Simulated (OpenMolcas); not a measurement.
# GaGeH5 (SMILES [GaH2][GeH3]) at 6 levels

We compute a comparison of 6 runs (HF/def2-SVPD, B3LYP/6-31G*, B3LYP/def2-SVPD, PBE/def2-SVPD, SVWN5/def2-SVPD, CCSD(T)/def2-SVPD) of GaGeH5. 

Program for the calculation: OpenMolcas 26.06.

1 further run of the same task is left out (set aside as unsound or not needed).

## Step 1: The molecule

The species is GaGeH5 (7 atoms), meant as a singlet with charge 0. As SMILES, `[GaH2][GeH3]`. One bond was lengthened or shortened from a relaxed shape.

Bond lengths: Ga1–Ge2 2.444 Å, Ga1–H3 1.808 Å, Ga1–H4 1.572 Å, Ge2–H5 1.540 Å, Ge2–H6 1.543 Å, Ge2–H7 1.540 Å. Angles: Ga1–Ge2–H5 113.0°, Ga1–Ge2–H6 109.4°, Ga1–Ge2–H7 112.6°, Ge2–Ga1–H3 120.3°, Ge2–Ga1–H4 120.7°, H5–Ge2–H6 106.9°, H5–Ge2–H7 107.8°, H6–Ge2–H7 106.8°, H3–Ga1–H4 119.0°.

## Step 2: A single-point energy at HF/def2-SVPD (run 1)

Contents of calc.inp:

```
>>> EXPORT MOLCAS_PRINT=2

&gateway
  baslib=$CurrDir
  coord
  7
  angstrom
  Ga      -0.500940      -1.210417      -0.012122
  Ge       0.143360       1.137083      -0.230922
  H        0.529900      -2.354300       0.935000
  H       -1.827440      -1.742517      -0.666322
  H       -0.441940       1.806483      -1.488122
  H       -0.380540       1.928983       0.985578
  H        1.671060       1.329783      -0.264122
  basis=def2-SVPD
  group=NoSym

&seward

&scf
  thresholds=1e-10 1e-07 1e-07 1e-05
  prorbitals=0
```

The basis set def2-SVPD is read from a file made from the Basis Set Exchange's data (not shown).

Started as:

```console
$ export MOLCAS_MEM=1860
$ pymolcas calc.inp > calc.log
```

Standard output:

```text
--- Start Module: gateway ---
[...]
--- Stop Module: gateway /rc=_RC_ALL_IS_WELL_ ---
--- Start Module: seward ---
[...]
      Basis functions          116
--- Stop Module: seward /rc=_RC_ALL_IS_WELL_ ---
[...]
--- Start Module: scf ---
[...]
       Convergence after  12 Iterations
[...]
::    Total SCF energy                              -4000.9846722903
[...]
      Total spin, S                                     0.0000000000
[...]
      Total electronic charge=   68.000000
      Total            charge=   -0.000000
[...]
      Dipole Moment (debye):
      Origin of the operator (angstrom)=   -0.1649    0.0108   -0.1245
                   X= -3.4839E-01               Y=  1.4426E-01               Z= -3.4537E-01           Total=  5.1134E-01
      Quadrupole Moment (debye*angstrom):
[...]
--- Stop Module: scf /rc=_RC_ALL_IS_WELL_ ---
[...]
```

Run time: 22 s. Hardware: 1 thread of Intel Xeon Platinum 8259CL at 2.50GHz (Skylake/Cascade Lake), shared host; peak memory 0.71 GiB.

## Step 3: A single-point energy at B3LYP/6-31G(d) (Cartesian functions) (run 2)

Contents of mol.xyz:

```xyz
7

Ga    -0.500940    -1.210417    -0.012122
Ge     0.143360     1.137083    -0.230922
H      0.529900    -2.354300     0.935000
H     -1.827440    -1.742517    -0.666322
H     -0.441940     1.806483    -1.488122
H     -0.380540     1.928983     0.985578
H      1.671060     1.329783    -0.264122
```

Contents of run.inp:

```
&gateway
baslib=$CurrDir
coord=mol.xyz
basis=6-31Gs
group=NoSym
&seward
gridinput
Grid=UltraFine
End of Grid
&scf
ksdft=B3LYP
thresholds=1e-10 1e-07 1e-07 1e-05
prorbitals=1 2
```

The basis set 6-31G* is read from a file made from the Basis Set Exchange's data (not shown).

Started as:

```console
$ export MOLCAS_MEM=1860
$ pymolcas run.inp > run.log
```

Standard output:

```text
--- Start Module: gateway ---
[...]
--- Stop Module: gateway /rc=_RC_ALL_IS_WELL_ ---
--- Start Module: seward ---
[...]
      Basis functions           80
--- Stop Module: seward /rc=_RC_ALL_IS_WELL_ ---
[...]
--- Start Module: scf ---
[...]
       Convergence after  13 Iterations
[...]
::    Total KS-DFT energy                           -4004.3724348498
[...]
      Total spin, S                                     0.0000000000
[...]
      Total electronic charge=   68.000000
      Total            charge=   -0.000000
[...]
      Dipole Moment (debye):
      Origin of the operator (angstrom)=   -0.1649    0.0108   -0.1245
                   X= -3.0231E-01               Y=  1.9821E-01               Z= -2.8509E-01           Total=  4.6039E-01
      Quadrupole Moment (debye*angstrom):
[...]
--- Stop Module: scf /rc=_RC_ALL_IS_WELL_ ---
[...]
```

Run time: 24 s. Hardware: 1 thread of Intel Xeon Platinum 8259CL at 2.50GHz (Skylake/Cascade Lake), shared host; peak memory 0.45 GiB.

## Step 4: The energy at B3LYP/def2-SVPD (run 3)

Contents of coord.xyz:

```xyz
7

Ga    -0.500940    -1.210417    -0.012122
Ge     0.143360     1.137083    -0.230922
H      0.529900    -2.354300     0.935000
H     -1.827440    -1.742517    -0.666322
H     -0.441940     1.806483    -1.488122
H     -0.380540     1.928983     0.985578
H      1.671060     1.329783    -0.264122
```

Contents of job.inp:

```
* GaGeH5 Kohn-Sham DFT

&GATEWAY
  BasLib = $CurrDir
  Coord = coord.xyz
  Basis = def2-SVPD
  Group = NoSym

&SEWARD
  GridInput
  Grid=UltraFine
  End of Grid

&SCF
  KSDFT = B3LYP
  Thresholds = 1e-10 1e-07 1e-07 1e-05
  PrOrbitals = 1 1
```

The basis set def2-SVPD is read from a file made from the Basis Set Exchange's data (not shown).

Started as:

```console
$ export MOLCAS_MEM=1860
$ pymolcas job.inp > job.log
```

Standard output:

```text
--- Start Module: gateway ---
[...]
--- Stop Module: gateway /rc=_RC_ALL_IS_WELL_ ---
--- Start Module: seward ---
[...]
      Basis functions          116
--- Stop Module: seward /rc=_RC_ALL_IS_WELL_ ---
[...]
--- Start Module: scf ---
[...]
       Convergence after  15 Iterations
[...]
::    Total KS-DFT energy                           -4004.4231410655
[...]
      Total spin, S                                     0.0000000000
[...]
      Total electronic charge=   68.000000
      Total            charge=   -0.000000
[...]
      Dipole Moment (debye):
      Origin of the operator (angstrom)=   -0.1649    0.0108   -0.1245
                   X= -3.0230E-01               Y=  1.6212E-01               Z= -2.9461E-01           Total=  4.5217E-01
      Quadrupole Moment (debye*angstrom):
[...]
--- Stop Module: scf /rc=_RC_ALL_IS_WELL_ ---
[...]
```

Run time: 52 s. Hardware: 1 thread of Intel Xeon Platinum 8259CL at 2.50GHz (Skylake/Cascade Lake), shared host; peak memory 0.71 GiB.

Runs 4 to 5 aren't shown in full; the table further down has their settings and results.

## Step 5: A single-point energy at CCSD(T)/def2-SVPD (Cholesky decomposition) (run 6)

Contents of job.inp:

```
>>> EXPORT MOLCAS_PRINT=2
&GATEWAY
BasLib=$CurrDir
Coord
7
angstrom
Ga      -0.500940      -1.210417      -0.012122
Ge       0.143360       1.137083      -0.230922
H        0.529900      -2.354300       0.935000
H       -1.827440      -1.742517      -0.666322
H       -0.441940       1.806483      -1.488122
H       -0.380540       1.928983       0.985578
H        1.671060       1.329783      -0.264122
Basis=def2-SVPD
Group=NoSym
&SEWARD
High
&SCF
Thresholds=1e-10 1e-07 1e-07 1e-05
PrOrbitals=0
&CHCC
Frozen=18
Threshold=1e-08
MaxIterations=80
&CHT3
Frozen=18
```

The basis set def2-SVPD is read from a file made from the Basis Set Exchange's data (not shown).

Started as:

```console
$ export MOLCAS_MEM=1860
$ pymolcas job.inp > job.log
```

Standard output:

```text
--- Start Module: gateway ---
[...]
--- Stop Module: gateway /rc=_RC_ALL_IS_WELL_ ---
[...]
      Basis functions          116
[...]
       Convergence after  12 Iterations
[...]
::    Total SCF energy                              -4000.9846722161
[...]
      Total spin, S                                     0.0000000000
[...]
      Total electronic charge=   68.000000
      Total            charge=   -0.000000
[...]
      Dipole Moment (debye):
      Origin of the operator (angstrom)=   -0.1649    0.0108   -0.1245
                   X= -3.4839E-01               Y=  1.4426E-01               Z= -3.4537E-01           Total=  5.1134E-01
      Quadrupole Moment (debye*angstrom):
[...]
--- Start Module: chcc ---
[...]
--- Stop Module: chcc /rc=_RC_ALL_IS_WELL_ ---
[...]
--- Start Module: cht3 ---
[...]
--- Stop Module: cht3 /rc=_RC_ALL_IS_WELL_ ---
[...]
```

Wall time 21 min (1 thread of Intel Xeon Platinum 8259CL at 2.50GHz (Skylake/Cascade Lake), shared host); peak memory 0.24 GiB.

## Step 6: Overview of the runs

| run | level | Cartesian functions | integration grid | energy (Eh) | dipole moment (D) of the reference | HOMO energy (eV) | LUMO energy (eV) | wall time |
| --- | --- | --- | --- | --- | --- | --- | --- | --- |
| 1 | HF/def2-SVPD | no | – | -4000.984672 | 0.51 | -10.03 | 0.63 | 22 s |
| 2 | B3LYP/6-31G* (Cartesian functions) | yes | UltraFine | -4004.372435 | 0.46 | -7.34 | -2.33 | 24 s |
| 3 | B3LYP/def2-SVPD | no | UltraFine | -4004.423141 | 0.45 | -7.42 | -2.42 | 52 s |
| 4 | PBE/def2-SVPD | no | UltraFine | -4003.697507 | 0.43 | -6.57 | -2.94 | 47 s |
| 5 | SVWN5/def2-SVPD | no | UltraFine | -3998.097351 | 0.39 | -6.65 | -3.16 | 38 s |
| 6 | CCSD(T)/def2-SVPD (Cholesky decomposition) | no | – | -4001.483149 | 0.51 | -10.03 | 0.63 | 21 min |

## Step 7: Summary of results

| quantity | value |
| --- | --- |
| run 6: total energy | -4001.48315 Eh |
| run 6: dipole moment (mean-field density) | 0.51 D |
| run 6: HOMO energy (Hartree–Fock orbitals) | -10.03 eV |
| run 6: LUMO energy (Hartree–Fock orbitals) | 0.63 eV |
| run 6: HOMO–LUMO gap (Hartree–Fock orbitals) | 10.66 eV |
| run 6: correlation energy (18 core orbitals frozen) | -498.5 mEh |
| run 6: (T) correction | -14.77 mEh |

What this shows: Over runs 1, 2, 3, 4, 5 the dipole moment (its size) runs from 0.39 D (SVWN5/def2-SVPD) to 0.51 D (HF/def2-SVPD). Over runs 1, 2, 3, 4, 5 the HOMO–LUMO gap runs from 3.49 eV (SVWN5/def2-SVPD) to 10.66 eV (HF/def2-SVPD). Exact exchange widens orbital gaps. Totals of different functionals can't be ranked against each other. All runs together took 24 min, the longest 21 min.
